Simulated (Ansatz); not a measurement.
Runs of Ansatz 0.2.0 on Na3Cl2. Symmetry: Cmmm, No. 65, orthorhombic system. Conventional cell: a = 3.520 Å, b = 20.341 Å, c = 3.528 Å, α = 90.00°, β = 90.00°, γ = 90.00°. Cl (site symmetry m2m) is surrounded by 8 Na at 3.00 to 3.05 Å. Around Na (site symmetry m2m) lie 4 Cl at 3.00 Å and 1 Na at 3.44 Å. Around Na (site symmetry mmm) lie 8 Cl at 3.05 Å and 2 Na at 3.44 Å. The cell comes from a database or a generator and needn't be the stable form of this composition.

| level | cutoff (eV) | gap on the mesh (eV) | pressure (GPa) | largest force (eV/Å) |
| --- | --- | --- | --- | --- |
| LDA | 420 | none | -2.2 | (a) |
| RPBE | 420 | none | (b) | 0.06 |
| revPBE | 420 | none | 1.2 | 0.05 |
| BLYP | 420 | none | 0.8 | (c) |
| PBEsol | 420 | none | -0.8 | 0.06 |
| r2SCAN | 500 | none | -0.7 | 0.10 |

Alike in all rows: task band structure; potentials or basis Ansatz PAW; no spin polarisation; cell as given; k mesh 8 × 8 × 8; smearing fermi-dirac 0.05 eV.

**Question.** Fill in the values left out.

**Answer.** (a) 0.13; (b) 1.4; (c) 0.04.

Caveats: an odd number of electrons without spin polarisation forces a metal; a magnetic or distorted state may lie lower; the PAW data sets come from PBE, with cores solved anew for the run's functional, which leaves a small shift of forces and pressure.

A gap of «none» marks a metal or a gap under the smearing width.

Runs at the PBE level aren't shown here.
